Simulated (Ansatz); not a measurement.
# EuMg2Fe (P-3m1) in Ansatz: single point with PBE

Aim: the single point of EuMg2Fe with PBE.

All numbers are computed with Ansatz 0.2.0; they aren't measurements. Logs are shortened: lines on timing, memory, paths and dates and some standing lists are left out, and cuts for length are marked.

## 1. The crystal as given

The structure is trigonal, space group P-3m1 (No. 164). The conventional cell has a = 4.842 Å, b = 4.842 Å, c = 5.138 Å, α = 90.00°, β = 90.00°, γ = 120.00°. Eu (site symmetry -3m) is surrounded by 2 Fe at 2.57 Å. Fe (site symmetry -3m) is surrounded by 2 Eu at 2.57 Å and 6 Mg at 2.80 Å. Mg (site symmetry 3m) has 3 Fe at 2.80 Å and 3 Mg at 2.80 Å as nearest neighbours.

The cell comes from a database or a generator and needn't be the stable form of this composition.

## 2. Single point, PBE, collinear spin, ferromagnetic start

input.yaml

```yaml
crystal:
  lattice:
    - [4.8417656924, 0.0, 0.0]
    - [-2.4208828462, 4.1930920888, 0.0]
    - [0.0, 0.0, 5.137841]
  atoms:
    - { symbol: Eu, position: [0.0, 0.0, 0.5], spin: 8.5 }
    - { symbol: Fe, position: [0.0, 0.0, 0.0], spin: 4.5 }
    - { symbol: Mg, position: [0.3333333333, 0.6666666667, 0.02156] }
    - { symbol: Mg, position: [0.6666666667, 0.3333333333, 0.97844] }
hamiltonian:
  xc: pbe
  pseudopotentials: { kind: paw }
magnetization:
  spin_polarized: true
kpoints:
  mp_grid: { grid: [6, 6, 5] }
scf:
  occupations: { method: fermi_dirac, width: 0.05 }
output:
  forces: true
  stress: true
  eigenvalues: true
```

Potentials or basis: Ansatz PAW.

Started as:

```
ansatz run input.yaml --threads 2 --pin off --max-ram 5120MiB --backend cpu --events-out ev --progress --plain --runs-dir out
```

Log:

```text
Warning: where an SCF of this run starts from atoms to list the orders of its open shells, Eu (site 0, from 0) starts with 6.32 μB on its 4f shell and 0.68 μB on its 5d shell, in the place of the 8.50 μB that the deck gives it: its open shells can hold no more by Hund's first rule. To start from spheres of the given moment, type scf.initial_density.shell_occupations: []
Warning: where an SCF of this run starts from atoms to list the orders of its open shells, Fe (site 1, from 0) starts with 4.00 μB on its 3d shell, in the place of the 4.50 μB that the deck gives it: its open shells can hold no more by Hund's first rule. To start from spheres of the given moment, type scf.initial_density.shell_occupations: []
Warning: RAYON_NUM_THREADS=2 ignored (pool sized by the plan → 2); use --threads N
Engine: ansatz 0.2.0, aarch64-unknown-linux-gnu
Pseudopotentials: kind: paw
Pseudopotential: Eu, paw, valence charge 17, recommended cutoff 420 eV (normal), Eu.paw.azcp
Pseudopotential: Fe, paw, valence charge 16, recommended cutoff 420 eV (normal), Fe.paw.azcp
Pseudopotential: Mg, paw, valence charge 10, recommended cutoff 420 eV (normal), Mg.paw.azcp
Functional definition: PBE
  parameter kappa = 0.804
  parameter beta = 0.06672455060314922
  exchange = pbe_x(kappa = kappa, mu = beta*pi^2/3)
  correlation = pbe_c(beta = beta)
Crystal: 4 atoms, lattice volume = 104.308 Å³
Basis set: ecut = 420 eV, 2039 PW (Γ), exchange–correlation on 72×72×72 points (8 copies of the dense FFT grid, shifted against one another)
Bands: 40, of which v1, the nominal top of the filled ones, is band 27 counted from 1 (26 counted from 0)
Symmetry: 12 space group operations
Space group: P-3m1 (ITA 164), of the structure as read, at distance tolerance 4.7e-5 Å
Magnetic group: BNS 164.85 (UNI 1315), of the structure as read, at distance tolerance 4.7e-5 Å
k-points: 27 of 180
Non-local potential: Eu, projectors of the file, l = 0: 3, l = 1: 2, l = 2: 2, l = 3: 3
Non-local potential: Fe, projectors of the file, l = 0: 3, l = 1: 2, l = 2: 3, l = 3: 1
Non-local potential: Mg, projectors of the file, l = 0: 3, l = 1: 2, l = 2: 1
PAW form: soft (Blöchl's): semilocal exchange-correlation on the pseudo side does not see the compensation charge
PAW one-centre angular grid: Eu, 590 points (default); XC on 64 Gauss nodes
PAW one-centre angular grid: Fe, 590 points (default); XC on 64 Gauss nodes
PAW one-centre angular grid: Mg, 110 points (default); XC on 64 Gauss nodes
Initial density: superposition of atomic densities (chi_scale 0.1, normalization cell)
Starting moments: Σ|m| = 13 μB on 2 of 4 sites
Initial wavefunctions: pseudopotential atomic-orbital guess
Functional: x = pbe(κ = 0.804, μ = 0.2195149727645171), c = pbe(β = 0.06672455060314922)
SCF iter   1: F=—  HF=-17092.606050 eV  |F-HF|=—  |Δ(HF+E_count)|=         —  Δρ=9.40e-2 (↑7.34e-2 ↓9.40e-2)  dr2=5.07e0  dr2_m=6.42e0  M=8.314 μB ∫|m|=8.552 μB  β_m=0.30  ethr=3.10e-3  ⟨swp⟩=6.4  Hψ=8298  notcnv=0
Mixer restart at iter 1: flushing history
preconditioner: auto → Kerker (q_TF=auto, 2.437 Å⁻¹)  [metal: Δε(μ)=0.021 eV  Ē_g=4.974 eV  σ=0.050 eV  W_gap=0.11  n_scr=20 (ndim 8)  ℏωp=16.7 eV  f_vac=0.000  D(μ)=10.60/eV (n_scr^D=144)]
spin=Collinear: Kerker preconditioning applied to the charge; magnetization (m = ρ↑ − ρ↓) channel mixes plain (no charge-response kernel on spin).
SCF iter   2: F=—  HF=-17093.172804 eV  |F-HF|=—  |Δ(HF+E_count)|=   5.67e-1  Δρ=7.26e-2 (↑6.12e-2 ↓7.26e-2)  dr2=3.45e0  dr2_m=4.08e0  M=8.102 μB ∫|m|=8.341 μB  β_m=0.60  ethr=3.10e-3  ⟨swp⟩=2.3  Hψ=3530  notcnv=0  defer=166
SCF iter   3: F=—  HF=-17093.400909 eV  |F-HF|=—  |Δ(HF+E_count)|=   2.28e-1  Δρ=2.41e-2 (↑1.65e-2 ↓2.41e-2)  dr2=1.63e0  dr2_m=1.57e-1  M=7.595 μB ∫|m|=7.766 μB  β_m=0.54  ethr=3.10e-3  ⟨swp⟩=2.7  Hψ=3512  notcnv=0  defer=169
[... 24 lines left out ...]
SCF iter  25: F=—  HF=-17093.596481 eV  |F-HF|=—  |Δ(HF+E_count)|=   3.49e-8  Δρ=6.15e-6 (↑6.15e-6 ↓2.18e-6)  dr2=5.40e-8  dr2_m=8.21e-9  M=5.238 μB ∫|m|=9.419 μB  β_m=0.74  ethr=1.80e-10  ⟨swp⟩=1.8  Hψ=2443  notcnv=0  defer=121
SCF iter  26: F=—  HF=-17093.596481 eV  |F-HF|=—  |Δ(HF+E_count)|=   2.93e-8  Δρ=3.96e-6 (↑3.96e-6 ↓1.66e-6)  dr2=1.77e-8  dr2_m=5.41e-9  M=5.238 μB ∫|m|=9.419 μB  β_m=0.85  ethr=1.02e-10  ⟨swp⟩=2.0  Hψ=2650  notcnv=0  defer=121
SCF iter  27: F=—  HF=-17093.596481 eV  |F-HF|=—  |Δ(HF+E_count)|=   2.78e-8  Δρ=8.11e-6 (↑8.11e-6 ↓1.22e-6)  dr2=1.08e-7  dr2_m=1.26e-8  M=5.238 μB ∫|m|=9.419 μB  β_m=0.93  ethr=3.35e-11  ⟨swp⟩=2.0  Hψ=2938  notcnv=0  defer=121
SCF iter  28: F=-17093.596481 eV  HF=-17093.596481 eV  |F-HF|=2.16e-9  |Δ(HF+E_count)|=   3.11e-9  Δρ=1.55e-6 (↑1.55e-6 ↓3.00e-7)  dr2=2.51e-9  dr2_m=5.57e-10  M=5.238 μB ∫|m|=9.419 μB  ethr=3.35e-11  ⟨swp⟩=7.8  Hψ=7426  notcnv=0
SCF 1 converged in 28 iterations: F = -17093.596481 eV  dr2 = 2.51e-9
Symmetry: 4 space group operations
k-points: 55 of 180
Initial density: read from a saved state, or passed on in memory by an earlier SCF of this step, an earlier step, the calling program or the single point that the run made first
Starting moments: Σ|m| = 13 μB on 2 of 4 sites; this step starts from the density that it was given
Initial wavefunctions: those read from a saved state, or passed on in memory by an earlier step or the calling program
iter 1 solved again at ethr=4.76e-12 eV; its pass at ethr=1.89e-6 eV (dr2=2.52e-9 eV) is discarded
SCF iter   1: F=—  HF=-17093.596481 eV  |F-HF|=—  |Δ(HF+E_count)|=         —  Δρ=1.55e-6 (↑1.55e-6 ↓3.02e-7)  dr2=2.52e-9  dr2_m=5.57e-10  M=5.238 μB ∫|m|=9.419 μB  ethr=4.76e-12  ⟨swp⟩=1.0  Hψ=20169  notcnv=0
preconditioner: auto → Kerker (q_TF=auto, 2.437 Å⁻¹)  [metal: Δε(μ)=0.002 eV  Ē_g=4.978 eV  σ=0.050 eV  W_gap=0.01  n_scr=20 (ndim 8)  ℏωp=16.7 eV  f_vac=0.000  D(μ)=5.86/eV (n_scr^D=58)]
spin=Collinear: Kerker preconditioning applied to the charge; magnetization (m = ρ↑ − ρ↓) channel mixes plain (no charge-response kernel on spin).
SCF iter   2: F=—  HF=-17093.596555 eV  |F-HF|=—  |Δ(HF+E_count)|=   7.34e-5  Δρ=1.58e-4 (↑1.58e-4 ↓8.59e-5)  dr2=3.78e-5  dr2_m=6.30e-6  M=5.244 μB ∫|m|=9.418 μB  ethr=1.89e-6  ⟨swp⟩=1.0  Hψ=15904  notcnv=0
SCF iter   3: F=—  HF=-17093.596606 eV  |F-HF|=—  |Δ(HF+E_count)|=   5.16e-5  Δρ=2.11e-5 (↑2.11e-5 ↓7.47e-6)  dr2=9.97e-7  dr2_m=1.12e-7  M=5.251 μB ∫|m|=9.419 μB  ethr=1.17e-7  ⟨swp⟩=1.1  Hψ=9875  notcnv=0
SCF iter   4: F=-17093.596607 eV  HF=-17093.596607 eV  |F-HF|=2.07e-9  |Δ(HF+E_count)|=   1.31e-6  Δρ=1.28e-6 (↑1.12e-6 ↓1.28e-6)  dr2=3.28e-9  dr2_m=8.50e-10  M=5.253 μB ∫|m|=9.419 μB  ethr=1.89e-10  ⟨swp⟩=2.0  Hψ=12138  notcnv=0
SCF iter   5: F=-17093.596607 eV  HF=-17093.596607 eV  |F-HF|=2.03e-9  |Δ(HF+E_count)|=  5.46e-11  Δρ=1.27e-6 (↑1.12e-6 ↓1.27e-6)  dr2=3.26e-9  dr2_m=8.55e-10  M=5.253 μB ∫|m|=9.419 μB  ethr=6.20e-12  ⟨swp⟩=1.4  Hψ=15049  notcnv=0
SCF 2 converged in 5 iterations: F = -17093.596607 eV  dr2 = 3.26e-9
an SCF along what the orbitals of the run's state read of its open shells (or to have them read: on a GPU, or by another smearing), with 8 of the crystal's symmetry operations given up (55 k-points in place of 27), reached no lower state that the run goes on to. This is no proof of a minimum
SCF converged after 28 iterations
Magnetization: 5.2381 μB (29.1191 up, 23.8809 down)
Absolute magnetization: 9.4190 μB (∫|ρ↑−ρ↓|, with the PAW one-centre terms)
Spin contamination: 1.8120 ħ² per cell (⟨S²⟩ above its minimum at these occupations)
Per-site moments (μB) at R_I (Å): [(6.572492427640959, 1.05967970625), (-2.023147835054782, 1.05967970625), (0.029927672792277232, 1.1540053049993653), (0.029927672792277475, 1.1540053049993653)]
Free energy (F): -17093.596481 eV
Harris-Foulkes:  -17093.596481 eV  (|F-HF|=2.16e-9)
Internal energy: -17093.551205 eV  (E = F + TS)
E sigma→0 (E₀):  -17093.573843 eV
Entropy (-TS):   -0.045276 eV (-11.319 meV/atom)
Fermi energy:    7.678875 eV
--- Per-component energies (eV) ---
  E_band       = -1113.247916
  E_kinetic    = 859.959764
  E_local      = -9147.239950  (includes V_loc(G=0)·N_el)
  E_nonlocal   = 875.920360
  E_hartree    = 3651.070452
  E_xc         = -353.517062
  E_vxc        = -429.905107  (∫ρ·V_xc dr)
  E_paw        = -8336.139285  (= ΣΔE_a)
  E_vpaw       = -574.123558  (= ΣTr[D̂ρ^β])
  E_aug_tail   = 0.000826  (compensation charges beyond the density's cutoff)
  E_ewald      = -4643.606310
  E_smearing   = -0.045276  (= −TS)
  E_closure    = 0.000000  (closes the sum)
  Σ components = -17093.596481   (vs F -17093.596481, Δ=0.00e0)
--- Forces (eV/Å), atoms counted from 1 ---
  atom   1  Eu     0.00000000     0.00000000     0.00000000
  atom   2  Fe     0.00000000     0.00000000     0.00000000
  atom   3  Mg    -0.00000000     0.00000000    -0.04744414
  atom   4  Mg    -0.00000000    -0.00000000     0.04744414
  max |Σ_I F_I| component: 4.63e-18 eV/Å
--- Stress (GPa, compression-positive) ---
        0.433535       0.000000       0.000000
        0.000000       0.433535       0.000000
       -0.000000       0.000000      -1.530105
  P = ⅓ Tr σ = -0.2210 GPa (-2.210 kbar)
--- Band table (eV; the first three rows and the last of 54) ---
  k-point 0 ↑: bands = ["-77.6475", "-67.6606", "-67.6517", "-43.8660", "-43.7407", "-43.7407", "-34.4489", "-34.4395", "-34.4179", "-34.4179", "-34.3724", "-34.3724", "-33.7195", "-12.5992", "-12.3943", "-12.3943", "1.7832", "6.4072", "6.8013", "6.8013", "6.8667", "6.9076", "6.9076", "6.9423", "6.9423", "7.0593", "7.0593", "7.1758", "7.2465", "7.6895", "8.1619", "9.7222", "9.7222", "10.0628", "10.0628", "11.4476", "11.8628", "11.8628", "12.8658", "12.8658"]
  k-point 1 ↑: bands = ["-77.6475", "-67.6606", "-67.6517", "-43.8666", "-43.7407", "-43.7407", "-34.4489", "-34.4395", "-34.4179", "-34.4179", "-34.3724", "-34.3724", "-33.7166", "-12.6321", "-12.3951", "-12.3951", "2.0167", "6.1900", "6.5982", "6.7497", "6.7497", "6.7992", "6.7992", "7.1620", "7.1620", "7.1787", "7.1951", "7.2466", "7.2493", "7.2493", "9.3207", "9.4641", "9.4641", "9.6605", "9.6605", "11.6613", "12.2938", "12.2938", "12.6302", "12.6302"]
  k-point 2 ↑: bands = ["-77.6475", "-67.6606", "-67.6517", "-43.8675", "-43.7406", "-43.7406", "-34.4490", "-34.4395", "-34.4179", "-34.4179", "-34.3724", "-34.3724", "-33.7119", "-12.6846", "-12.3963", "-12.3963", "2.5193", "5.0297", "6.6250", "6.6969", "6.6969", "6.7751", "6.7751", "7.1829", "7.2467", "7.3403", "7.3403", "7.7740", "7.7740", "8.1493", "8.5888", "8.5888", "9.5105", "9.5105", "9.5456", "11.7262", "11.7262", "12.2944", "13.3121", "13.7689"]
  k-point 26 ↓: bands = ["-79.8935", "-67.6470", "-67.6470", "-46.0242", "-46.0242", "-45.8902", "-34.4305", "-34.4305", "-34.4147", "-34.3865", "-34.3865", "-34.3589", "-30.6654", "-10.4717", "-10.1017", "-10.1017", "4.7448", "4.7448", "5.1748", "5.7446", "5.7446", "6.1467", "6.1467", "6.4752", "8.4486", "8.4486", "9.0780", "11.2457", "11.5757", "11.6139", "11.6139", "11.7054", "11.7054", "11.9327", "12.0305", "12.6248", "12.6248", "12.9365", "12.9365", "13.7552"]
```

It took 87 s on 2 threads of Arm Neoverse V2, shared host; peak memory 1.2 GiB.

Results:

```
Free energy            : -17093.5965 eV
Pressure               : -0.2 GPa
Largest force          : 0.047 eV/Å
Band gap on the k mesh : none (metal or under the smearing width)
Net moment             : 5.24 μB per cell
Absolute moment        : 9.42 μB per cell
Site moments           : Eu +6.57; Fe -2.02; Mg +0.03 μB
```

Forces in eV/Å, atoms in the order of the input:
```
Eu   0.000  0.000  0.000
Fe   0.000  0.000  0.000
Mg   0.000  0.000 -0.047
Mg   0.000  0.000  0.047
```

Stress tensor (GPa, compression positive):
```
 0.43  0.00  0.00
 0.00  0.43  0.00
 0.00  0.00 -1.53
```

Levels at points of the mesh, in eV from the Fermi level:
Spin up:
```tsv
k point	band 25	band 26	band 27	band 28	band 29	band 30	band 31	band 32	band 33	band 34
(0.00, 0.00, 0.00)	-0.74	-0.62	-0.62	-0.50	-0.43	0.01	0.48	2.04	2.04	2.38
(0.00, -0.50, 0.00)	-0.63	-0.60	-0.49	-0.45	-0.43	0.00	0.36	0.95	2.43	2.73
```
Spin down:
```tsv
k point	band 22	band 23	band 24	band 25	band 26	band 27
(0.00, 0.00, 0.00)	-2.04	0.27	0.79	2.06	2.06	2.07
(0.00, -0.50, 0.00)	-1.93	-1.82	0.23	0.71	1.97	2.87
```

Caveat: spin-orbit coupling is left out, which moves the levels of the heavy elements; without U or exact exchange the open f shell lies at the Fermi level, which spoils levels, moments and volumes; the starting moments weren't kept.
